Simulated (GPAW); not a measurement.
GdO:

```
Gd O
1.0
     2.80181    0.00000    0.00000
     0.00000    2.80181    0.00000
     0.00000    0.00000    2.80181
Gd O
1 1
Direct
  0.00000 0.00000 0.00000
  0.50000 0.50000 0.50000
```

The cell comes from a database or a generator and needn't be the stable form of this composition.

Base run:

* Program: GPAW 26.7.0
* Functional: r2SCAN
* Potentials or basis: GPAW PAW data sets (gpaw-data 1.2.1)
* Cutoff: 600 eV
* Basis: pw
* k mesh: 7 × 7 × 7
* Occupations: gaussian, width 0.05 eV
* Spin: collinear spin, ferromagnetic start
* Starting moments: [7.0, 0.0] μB
* Fixed moment: 7 μB
* Hubbard terms: Gd f U = 7 eV

Its results: pressure 46.3 GPa; site moments Gd +6.93; O -0.04 μB.

Task: After a change of settings the same cell gave: pressure 45.5 GPa; site moments Gd +6.91; O -0.03 μB. Which change was it?
A. fixed moment from 7 μB to none; start of the occupation matrix from atoms to spherical
B. fixed moment from 7 μB to none; start of the occupation matrix from atoms to random
C. hubbard terms from Gd f U = 7 eV to Gd f U = 5 eV
D. fixed moment from 7 μB to none

Result: C.

Caveats: the cutoff is short for stress and forces, so pressures can be off by a GPa or more; one-centre terms of the f shell are cut off; a pressure of tens of GPa on the cell as given is suspect, and the run, the potentials or the cell itself is likely at fault; the PAW data sets were made with another functional, which shifts forces and pressure a little; the total moment is fixed, so each spin has its own Fermi level; a cell with one magnetic atom can't hold antiferromagnetic order, which such compounds often take.
